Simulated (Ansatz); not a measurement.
**WHO+ (septet): from Hartree-Fock to the top rungs, def2-SVP**

The task here is to estimate one member of a computed series from the others.

Program: Ansatz 0.2.0, Gaussian basis. Level of theory: def2-SVP, core rule «outside noble gas», up to 5 orbitals frozen. These are calculated values, not measurements.

Plan: UHF; CCSD(T) on ROHF; CCSD(T) on UHF; CISD as a restricted active space (open shells left free, so some higher excitations enter); CCSDT(Q) on ROHF; CCSDT(Q) on UHF.

22 further runs of the same task are left out: 4 for a known fault of the program, 6 that didn't finish, 12 set aside as unsound or not needed. Runs told in other sessions of the task aren't counted.

### The geometry

The geometry is a PBE0/def2-TZVP stationary point (not a proven minimum) of the parent state, kept for this charge and spin. No spin-orbit coupling is included. Elements past krypton take def2 core potentials.

3 atoms, charge 1, spin multiplicity 7.

Atoms are counted from 1 here; the program's logs count them from 0.

Bond lengths: W1–O2 1.921 Å, O2–H3 0.962 Å. Angles: W1–O2–H3 119.2°.

Coordinates:

```tsv
atom	x (Å)	y (Å)	z (Å)
W1	0.0000	0.0056	0.1650
O2	0.0000	-0.1081	-1.7528
H3	0.0000	0.7024	-2.2712
```

Set-up of the first run:

File in.yaml:

```yaml
crystal:
  periodic: [false, false, false]
  atoms:
    - {symbol: W, position_ang: [0.000000, 0.005553, 0.165001]}
    - {symbol: O, position_ang: [0.000000, -0.108057, -1.752846]}
    - {symbol: H, position_ang: [0.000000, 0.702391, -2.271247]}
basis:
  gaussian: {orbitals: def2-SVP}
total_charge: 1
magnetization: {spin_polarized: true, initial_magnetization: 6}
hamiltonian: {xc: hf}
output: {orbitals: {seedname: orbitals}}
```

Launch:

```sh
$ ansatz run in.yaml --threads 1 --pin off --events-out ev --progress --plain --max-ram 2393MiB
```

Steps of the session up to this table: UHF; CCSD(T) on ROHF; CCSD(T) on UHF; CISD as a restricted active space (open shells left free, so some higher excitations enter); CCSDT(Q) on ROHF; CCSDT(Q) on UHF.

One of the session's tables, all rows but one given; the rest of the session is left out.

```
   method  from RCCSDT(Q) (kcal/mol)
     ROHF                    +141.05
      UHF                    +135.76
     RMP2                     +15.59
     UMP2                     +13.13
    RCCSD                      +2.54
    UCCSD                      -0.01
 RCCSD(T)                      +0.43
 UCCSD(T)                      -2.09
   RCCSDT                          ?
   UCCSDT                      -2.37
RCCSDT(Q)                          0
UCCSDT(Q)                      -2.52
```

**Question.** Estimate the row for RCCSDT.

**Answer.** from RCCSDT(Q) (kcal/mol): +0.15. In the column «from RCCSDT(Q) (kcal/mol)» it lies between RCCSDT(Q) (0) and RCCSD(T) (+0.43).

Not comparable, so not listed: CISD as a restricted active space (open shells left free, so some higher excitations enter) (they don't share determinant, frozen orbitals or solution with the rows shown, or repeat one).

To keep in mind: Restricted and unrestricted rows rest on different reference determinants; a gap between their highest levels can come from leftover correlation error, from unlike frozen cores or from another state.
